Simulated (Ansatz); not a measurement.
# Cd2S (P3m1) in Ansatz: a series of runs

One crystal, Cd2S, is run at these levels: PBE; tasks: relaxation of cell and atoms.

Everything below comes from runs of Ansatz 0.2.0. Logs are shortened: lines on timing, memory, paths and dates and some standing lists are left out, and cuts for length are marked.

## (1) The structure

Symmetry: P3m1, No. 156, trigonal system. The conventional cell has a = 3.963 Å, b = 3.963 Å, c = 5.809 Å, α = 90.00°, β = 90.00°, γ = 120.00°. Around Cd (site symmetry 3m) lie 1 S at 2.52 Å. Cd (site symmetry 3m) has 3 S at 2.60 Å as nearest neighbours. S (site symmetry 3m) is surrounded by 4 Cd at 2.52 to 2.60 Å.

The cell comes from a database or a generator and needn't be the stable form of this composition.

## (2) Relaxation of cell and atoms, PBE

input.yaml reads:

```yaml
crystal:
  lattice:
    - [3.962670049, 0.0, 0.0]
    - [-1.9813350245, 3.4317729293, 0.0]
    - [0.0, 0.0, 5.809192]
  atoms:
    - { symbol: Cd, position: [0.3333333333, 0.6666666667, 0.932717] }
    - { symbol: Cd, position: [0.6666666667, 0.3333333333, 0.578735] }
    - { symbol: S, position: [0.3333333333, 0.6666666667, 0.365705] }
hamiltonian:
  xc: pbe
  pseudopotentials: { kind: paw }
kpoints:
  mp_grid: { grid: [8, 8, 5] }
scf:
  occupations: { method: fermi_dirac, width: 0.05 }
output:
  forces: true
  stress: true
  eigenvalues: true
relax:
  f_tol: 0.01
  max_steps: 40
  cell: { stress_tol: 0.05 }
```

Potentials or basis: Ansatz PAW.

Started as:

```
$ ansatz run input.yaml --threads 2 --pin off --max-ram 5632MiB --backend cpu --events-out ev --progress --plain --runs-dir out
```

What it wrote:

```text
Warning: RAYON_NUM_THREADS=2 ignored (pool sized by the plan → 2); use --threads N
Engine: ansatz 0.2.0, aarch64-unknown-linux-gnu
Pseudopotentials: kind: paw
Pseudopotential: Cd, paw, valence charge 20, recommended cutoff 420 eV (normal), Cd.paw.azcp
Pseudopotential: S, paw, valence charge 6, recommended cutoff 420 eV (normal), S.paw.azcp
Functional definition: PBE
  parameter kappa = 0.804
  parameter beta = 0.06672455060314922
  exchange = pbe_x(kappa = kappa, mu = beta*pi^2/3)
  correlation = pbe_c(beta = beta)
Crystal: 3 atoms, lattice volume = 78.999 Å³
Basis set: ecut = 420 eV, 1555 PW (Γ), exchange–correlation on 54×54×80 points (8 copies of the dense FFT grid, shifted against one another)
Bands: 28, of which v1, the nominal top of the filled ones, is band 23 counted from 1 (22 counted from 0)
Symmetry: 6 space group operations
Space group: P3m1 (ITA 156), of the structure as read, at distance tolerance 4.3e-5 Å
k-points: 40 of 320 (time reversal used)
Non-local potential: Cd, projectors of the file, l = 0: 3, l = 1: 2, l = 2: 2, l = 3: 1
Non-local potential: S, projectors of the file, l = 0: 2, l = 1: 2, l = 2: 2
PAW form: soft (Blöchl's): semilocal exchange-correlation on the pseudo side does not see the compensation charge
PAW one-centre angular grid: Cd, 590 points (default); XC on 64 Gauss nodes
PAW one-centre angular grid: S, 110 points (default); XC on 64 Gauss nodes
Initial density: superposition of atomic densities (neutral atoms: chi_scale 0, normalization atom), corrected by the library's trained network
Initial wavefunctions: pseudopotential atomic-orbital guess
Functional: x = pbe(κ = 0.804, μ = 0.2195149727645171), c = pbe(β = 0.06672455060314922)
SCF iter   1: F=—  HF=-17411.629517 eV  |F-HF|=—  |Δ(HF+E_count)|=         —  Δρ=2.40e-3  dr2=1.31e-2  ethr=1.77e-3  ⟨swp⟩=6.1  Hψ=4615  notcnv=0
preconditioner: auto → Resta (q_TF=auto, 2.493 Å⁻¹)  ε∞=5.0  [insulator: Δε(μ)=0.243 eV  Ē_g=11.449 eV  σ=0.050 eV  W_gap=0.83  n_scr=22 (ndim 8)  ℏωp=22.9 eV  f_vac=0.097  D(μ)=0.16/eV (n_scr^D=0)  ε∞_Penn≈5.0]
SCF iter   2: F=—  HF=-17411.627988 eV  |F-HF|=—  |Δ(HF+E_count)|=   1.53e-3  Δρ=1.38e-3  dr2=4.26e-3  ethr=2.85e-5  ⟨swp⟩=1.4  Hψ=1456  notcnv=0
SCF iter   3: F=—  HF=-17411.626972 eV  |F-HF|=—  |Δ(HF+E_count)|=   1.02e-3  Δρ=3.01e-4  dr2=2.68e-4  ethr=9.27e-6  ⟨swp⟩=2.0  Hψ=1261  notcnv=0
SCF iter   4: F=—  HF=-17411.626954 eV  |F-HF|=—  |Δ(HF+E_count)|=   1.85e-5  Δρ=1.38e-4  dr2=2.58e-5  ethr=5.83e-7  ⟨swp⟩=2.2  Hψ=1386  notcnv=0
SCF iter   5: F=—  HF=-17411.626941 eV  |F-HF|=—  |Δ(HF+E_count)|=   1.29e-5  Δρ=4.78e-5  dr2=2.14e-6  ethr=5.61e-8  ⟨swp⟩=2.0  Hψ=1696  notcnv=0
SCF iter   6: F=—  HF=-17411.626943 eV  |F-HF|=—  |Δ(HF+E_count)|=   2.10e-6  Δρ=2.30e-5  dr2=3.40e-7  ethr=4.64e-9  ⟨swp⟩=2.0  Hψ=1936  notcnv=0
SCF iter   7: F=-17411.626943 eV  HF=-17411.626943 eV  |F-HF|=1.86e-8  |Δ(HF+E_count)|=   8.94e-8  Δρ=7.48e-6  dr2=3.46e-8  ethr=2.17e-10  ⟨swp⟩=7.2  Hψ=4724  notcnv=0
SCF 1 converged in 7 iterations: F = -17411.626943 eV  dr2 = 3.46e-8
relax step   1: F+E_penalty+E_count = -17411.62694295 eV  Δ(F+E_penalty+E_count) = +0.000e0 eV  max|allowed force component| = 7.490e-2 eV/Å  Δτ_max = 0.0000 Å  P = -0.124 GPa  Ω = 78.999 Å³  (7 SCF iters, dr2 threshold 1.00e-7 eV, accepted)
Crystal: 3 atoms, lattice volume = 79.157 Å³
Initial density: handed on by an earlier stage of this run
Initial wavefunctions: those handed on with the density
iter 1 solved again at ethr=5.37e-7 eV; its pass at ethr=3.10e-3 eV (dr2=2.47e-4 eV) is discarded
SCF iter   1: F=—  HF=-17411.627481 eV  |F-HF|=—  |Δ(HF+E_count)|=         —  Δρ=7.95e-4  dr2=2.87e-4  ethr=5.37e-7  ⟨swp⟩=2.6  Hψ=5487  notcnv=0
preconditioner: auto → Resta (q_TF=auto, 2.492 Å⁻¹)  ε∞=5.0  [insulator: Δε(μ)=0.233 eV  Ē_g=11.437 eV  σ=0.050 eV  W_gap=0.81  n_scr=22 (ndim 8)  ℏωp=22.9 eV  f_vac=0.095  D(μ)=0.17/eV (n_scr^D=0)  ε∞_Penn≈5.0]
SCF iter   2: F=—  HF=-17411.627390 eV  |F-HF|=—  |Δ(HF+E_count)|=   9.08e-5  Δρ=4.16e-4  dr2=7.64e-5  ethr=5.37e-7  ⟨swp⟩=2.6  Hψ=1707  notcnv=0
SCF iter   3: F=—  HF=-17411.627376 eV  |F-HF|=—  |Δ(HF+E_count)|=   1.37e-5  Δρ=8.39e-5  dr2=9.64e-6  ethr=1.66e-7  ⟨swp⟩=2.7  Hψ=1632  notcnv=0
SCF iter   4: F=—  HF=-17411.627375 eV  |F-HF|=—  |Δ(HF+E_count)|=   1.49e-6  Δρ=3.24e-5  dr2=1.21e-6  ethr=2.10e-8  ⟨swp⟩=2.0  Hψ=1652  notcnv=0
SCF iter   5: F=-17411.627375 eV  HF=-17411.627375 eV  |F-HF|=8.50e-8  |Δ(HF+E_count)|=   4.23e-8  Δρ=1.12e-5  dr2=1.08e-7  ethr=6.52e-10  ⟨swp⟩=5.2  Hψ=4653  notcnv=0
SCF 2 converged in 5 iterations: F = -17411.627375 eV  dr2 = 1.08e-7
relax step   2: F+E_penalty+E_count = -17411.62737486 eV  Δ(F+E_penalty+E_count) = -4.319e-4 eV  max|allowed force component| = 3.511e-2 eV/Å  Δτ_max = 0.0159 Å  P = -0.043 GPa  Ω = 79.157 Å³  energy of the carried Pulay correction = -3.969e-5 eV  (5 SCF iters, dr2 threshold 3.00e-7 eV, accepted)
Crystal: 3 atoms, lattice volume = 78.967 Å³
iter 1 solved again at ethr=5.02e-8 eV; its pass at ethr=3.10e-3 eV (dr2=2.31e-5 eV) is discarded
SCF iter   1: F=—  HF=-17411.627638 eV  |F-HF|=—  |Δ(HF+E_count)|=         —  Δρ=2.78e-4  dr2=3.50e-5  ethr=5.02e-8  ⟨swp⟩=3.0  Hψ=5570  notcnv=0
preconditioner: auto → Resta (q_TF=auto, 2.493 Å⁻¹)  ε∞=5.0  [insulator: Δε(μ)=0.233 eV  Ē_g=11.440 eV  σ=0.050 eV  W_gap=0.81  n_scr=22 (ndim 8)  ℏωp=22.9 eV  f_vac=0.094  D(μ)=0.17/eV (n_scr^D=0)  ε∞_Penn≈5.0]
SCF iter   2: F=—  HF=-17411.627594 eV  |F-HF|=—  |Δ(HF+E_count)|=   4.36e-5  Δρ=1.40e-4  dr2=6.96e-6  ethr=5.02e-8  ⟨swp⟩=2.0  Hψ=1590  notcnv=0
SCF iter   3: F=—  HF=-17411.627593 eV  |F-HF|=—  |Δ(HF+E_count)|=   8.46e-7  Δρ=3.16e-5  dr2=6.80e-7  ethr=1.51e-8  ⟨swp⟩=2.4  Hψ=1570  notcnv=0
SCF iter   4: F=—  HF=-17411.627593 eV  |F-HF|=—  |Δ(HF+E_count)|=   3.70e-8  Δρ=8.81e-6  dr2=8.24e-8  ethr=1.48e-9  ⟨swp⟩=2.0  Hψ=1657  notcnv=0
SCF iter   5: F=-17411.627593 eV  HF=-17411.627593 eV  |F-HF|=1.84e-9  |Δ(HF+E_count)|=   6.50e-9  Δρ=2.47e-6  dr2=5.55e-9  ethr=1.67e-10  ⟨swp⟩=4.0  Hψ=3376  notcnv=0
SCF 3 converged in 5 iterations: F = -17411.627593 eV  dr2 = 5.55e-9
relax step   3: F+E_penalty+E_count = -17411.62759314 eV  Δ(F+E_penalty+E_count) = -2.183e-4 eV  max|allowed force component| = 3.224e-3 eV/Å  Δτ_max = 0.0049 Å  P = -0.001 GPa  Ω = 78.967 Å³  energy of the carried Pulay correction = +8.155e-6 eV  (5 SCF iters, dr2 threshold 7.70e-8 eV, accepted)
Initial wavefunctions: pseudopotential atomic-orbital guess (no wavefunctions were taken with the density)
iter 1 solved again at ethr=1.02e-7 eV; its pass at ethr=3.10e-3 eV (dr2=4.69e-5 eV) is discarded
SCF iter   1: F=—  HF=-17411.627615 eV  |F-HF|=—  |Δ(HF+E_count)|=         —  Δρ=3.66e-6  dr2=6.86e-9  ethr=1.02e-7  ⟨swp⟩=3.0  Hψ=7473  notcnv=0
eigensolver tolerance schedule: the retry pair's looser diagonalisation over-reported the residual by 6839.52 of it (diagonalisation noise at 0.29 of the residual, at the tolerance the schedule requests for it); recorded, not acted on — ethr = c·dr2/N_el stays at c = 1.0e-1
preconditioner: auto → Resta (q_TF=auto, 2.493 Å⁻¹)  ε∞=5.0  [insulator: Δε(μ)=0.232 eV  Ē_g=11.442 eV  σ=0.050 eV  W_gap=0.81  n_scr=22 (ndim 8)  ℏωp=22.9 eV  f_vac=0.094  D(μ)=0.17/eV (n_scr^D=0)  ε∞_Penn≈5.0]
SCF iter   2: F=—  HF=-17411.627593 eV  |F-HF|=—  |Δ(HF+E_count)|=   2.21e-5  Δρ=2.02e-6  dr2=3.37e-9  ethr=1.49e-11  ⟨swp⟩=3.0  Hψ=2131  notcnv=0
SCF iter   3: F=—  HF=-17411.627593 eV  |F-HF|=—  |Δ(HF+E_count)|=   1.37e-9  Δρ=7.57e-7  dr2=8.66e-10  ethr=7.34e-12  ⟨swp⟩=2.0  Hψ=1264  notcnv=0
SCF iter   4: F=—  HF=-17411.627593 eV  |F-HF|=—  |Δ(HF+E_count)|=  3.71e-10  Δρ=4.69e-7  dr2=1.24e-10  ethr=1.88e-12  ⟨swp⟩=2.0  Hψ=1721  notcnv=0
SCF iter   5: F=—  HF=-17411.627593 eV  |F-HF|=—  |Δ(HF+E_count)|=  6.18e-11  Δρ=2.62e-7  dr2=3.40e-11  ethr=1.00e-12  ⟨swp⟩=1.4  Hψ=1138  notcnv=0
SCF iter   6: F=-17411.627593 eV  HF=-17411.627593 eV  |F-HF|=3.64e-12  |Δ(HF+E_count)|=  3.64e-12  Δρ=1.02e-7  dr2=4.55e-12  ethr=1.00e-12  ⟨swp⟩=5.0  Hψ=4615  notcnv=0
SCF 4 converged in 6 iterations: F = -17411.627593 eV  dr2 = 4.55e-12
relax step   4: F+E_penalty+E_count = -17411.62759286 eV  Δ(F+E_penalty+E_count) = +2.757e-7 eV  max|allowed force component| = 3.225e-3 eV/Å  Δτ_max = 0.0000 Å  P = -0.001 GPa  Ω = 78.967 Å³  stress off target by 2.43e-2 GPa  SCF on the basis re-selected at this cell (its energy is not comparable with the rows above)  (6 SCF iters)
basis re-selected at this cell: Δ(F+E_penalty+E_count) = +2.757e-7 eV, ΔP = +0.000 GPa vs the last step (what re-selecting the basis moved, of the pressure what is left beyond the Pulay correction that the steps carried, after the strain that the cell walked since its last selection, with what the two solves' SCF thresholds leave and, on support functions, any second-order correction that the steps lacked; it is no measure of the basis error at this ecutwfc). This SCF's stress stands 2.43e-2 GPa from its target on what of the cell is left free (relax.cell.stress_tol is 5.00e-2 GPa) and its largest allowed force component is 3.22e-3 eV/Å (relax.f_tol is 1.00e-2 eV/Å): within both
SCF converged after 6 iterations
Free energy (F): -17411.627593 eV
Harris-Foulkes:  -17411.627593 eV  (|F-HF|=3.64e-12)
Internal energy: -17411.625969 eV  (E = F + TS)
E sigma→0 (E₀):  -17411.626781 eV
Entropy (-TS):   -0.001624 eV (-0.541 meV/atom)
Fermi energy:    8.238446 eV
--- Per-component energies (eV) ---
  E_band       = -998.997366
  E_kinetic    = 1115.081073
  E_local      = -7767.358154  (includes V_loc(G=0)·N_el)
  E_nonlocal   = 94.454267
  E_hartree    = 3586.374204
  E_xc         = -449.714571
  E_vxc        = -529.465181  (∫ρ·V_xc dr)
  E_paw        = -8766.198661  (= ΣΔE_a)
  E_vpaw       = -1084.457820  (= ΣTr[D̂ρ^β])
  E_aug_tail   = 0.000028  (compensation charges beyond the density's cutoff)
  E_ewald      = -5224.264156
  E_smearing   = -0.001624  (= −TS)
  E_closure    = 0.000000  (closes the sum)
  Σ components = -17411.627593   (vs F -17411.627593, Δ=0.00e0)
--- Forces (eV/Å), atoms counted from 1 ---
  atom   1  Cd    -0.00000000    -0.00000000    -0.00322428
  atom   2  Cd    -0.00000000    -0.00000000     0.00006425
  atom   3  S      0.00000000     0.00000000     0.00316099
  max |Σ_I F_I| component: 9.60e-7 eV/Å
--- Stress (GPa, compression-positive) ---
       -0.013778      -0.000000      -0.000000
       -0.000000      -0.013778      -0.000000
       -0.000000      -0.000000       0.024266
  P = ⅓ Tr σ = -0.0011 GPa (-0.011 kbar)
--- Band table (eV; the first three rows and the last of 40) ---
  k-point 0: bands = ["-94.1297", "-93.8853", "-55.2022", "-55.2022", "-55.1591", "-54.9511", "-54.9439", "-54.9439", "-4.5750", "-0.2474", "-0.2474", "-0.1669", "-0.1669", "-0.0790", "0.0774", "0.1035", "0.1035", "0.4538", "0.4538", "3.6810", "4.4248", "7.3727", "7.3727", "11.2941", "13.1232", "14.9085", "14.9085", "16.3934"]
  k-point 1: bands = ["-94.1297", "-93.8853", "-55.2022", "-55.2022", "-55.1591", "-54.9511", "-54.9439", "-54.9439", "-4.5376", "-0.2647", "-0.2529", "-0.2529", "-0.1815", "-0.1815", "0.1260", "0.1260", "0.2129", "0.4510", "0.4510", "2.8537", "5.6927", "7.3984", "7.3984", "10.8500", "13.0415", "14.7809", "14.7809", "16.1691"]
  k-point 2: bands = ["-94.1297", "-93.8853", "-55.2022", "-55.2022", "-55.1591", "-54.9511", "-54.9439", "-54.9439", "-4.4740", "-0.4669", "-0.2581", "-0.2581", "-0.2063", "-0.2063", "0.1617", "0.1617", "0.3316", "0.4447", "0.4447", "2.2815", "7.4175", "7.4410", "7.4410", "9.6810", "12.8651", "14.5419", "14.5419", "16.0274"]
  k-point 39: bands = ["-94.1297", "-93.8853", "-55.2029", "-55.2027", "-55.1590", "-54.9511", "-54.9445", "-54.9443", "-4.0958", "-0.3773", "-0.2681", "-0.1557", "-0.0692", "0.0184", "0.1401", "0.1750", "0.3116", "0.3470", "0.7186", "4.1811", "4.7366", "5.6563", "7.7763", "9.4562", "10.0808", "13.1781", "13.8879", "14.7457"]
--- Relaxed structure (3 steps of the walk, 3 accepted, 1 SCFs on fresh bases) ---
  F+E_penalty+E_count = -17411.62759286 eV   max|allowed force component| = 3.225e-3 eV/Å   (the final SCF, on the basis selected at the relaxed cell)
  cell:  # Å, volume = 78.9668 Å³
    - [3.9600881152572214, 0.0, -2.3715178922960345e-34]
    - [-1.9800440576286107, 3.4295369090375916, -2.9218305343673708e-34]
    - [-3.476595981327961e-34, -6.953191962655922e-34, 5.814387368074326]
  atoms:
    - { symbol: Cd, position: [0.3333333333333333, 0.6666666666666666, 0.9340319435868769] }
    - { symbol: Cd, position: [0.6666666666666666, 0.3333333333333333, 0.576842645535436] }
    - { symbol: S, position: [0.3333333333333333, 0.6666666666666666, 0.366282410877687] }
```

Wall time 17 s (2 threads of Arm Neoverse V2, shared host); peak memory 0.41 GiB.

What came out:

```
Free energy                            : -17411.6276 eV
Relaxed volume                         : 26.32 Å³/atom
Relaxed cell                           : a = 3.960 Å, b = 3.960 Å, c = 5.814 Å, α = 90.00°, β = 90.00°, γ = 120.00°
Space group after relaxing (to 0.05 Å) : P3m1 (No. 156)
Energy gained by relaxing              : 0.2 meV/atom
Ionic steps                            : 4
Pressure after relaxing                : 0.0 GPa
Largest force after relaxing           : 0.003 eV/Å
Band gap on the k mesh                 : 0.23 eV, indirect (least direct gap 0.57 eV)
```

Forces on the atoms (eV/Å):
```
Cd   0.000  0.000 -0.003
Cd   0.000  0.000  0.000
S    0.000  0.000  0.003
```

Step by step:
| step | energy change (eV) | largest force (eV/Å) | volume (Å³) |
| --- | --- | --- | --- |
| 1 | 0.0000 | 0.0749 | 79.00 |
| 2 | -0.0004 | 0.0351 | 79.16 |
| 3 | -0.0007 | 0.0032 | 78.97 |
| 4 | -0.0007 | 0.0032 | 78.97 |

Final structure:
```yaml
crystal:
  lattice:
    - [3.96009, 0.00000, 0.00000]
    - [-1.98004, 3.42954, 0.00000]
    - [0.00000, 0.00000, 5.81439]
  atoms:
    - { symbol: Cd, position: [0.33333, 0.66667, 0.93403] }
    - { symbol: Cd, position: [0.66667, 0.33333, 0.57684] }
    - { symbol: S, position: [0.33333, 0.66667, 0.36628] }
```

Levels at points of the mesh, in eV from the valence-band top:
```tsv
k point	band 20	band 21	band 22	band 23	band 24	band 25	band 26	band 27
(0.00, 0.00, 0.00)	-4.42	-3.68	-0.73	-0.73	3.19	5.02	6.81	6.81
(0.00, -0.50, 0.00)	-4.46	-2.99	-1.61	-1.21	0.60	3.17	4.72	5.84
```

Caveat: odd divisions of the mesh miss points on the zone boundary, where band edges often lie, so the gap on the mesh can be too wide; the plane-wave basis is chosen anew once the cell has moved, so the energies of steps on either side of that aren't comparable.

(Part 1 of 2 ends here.)
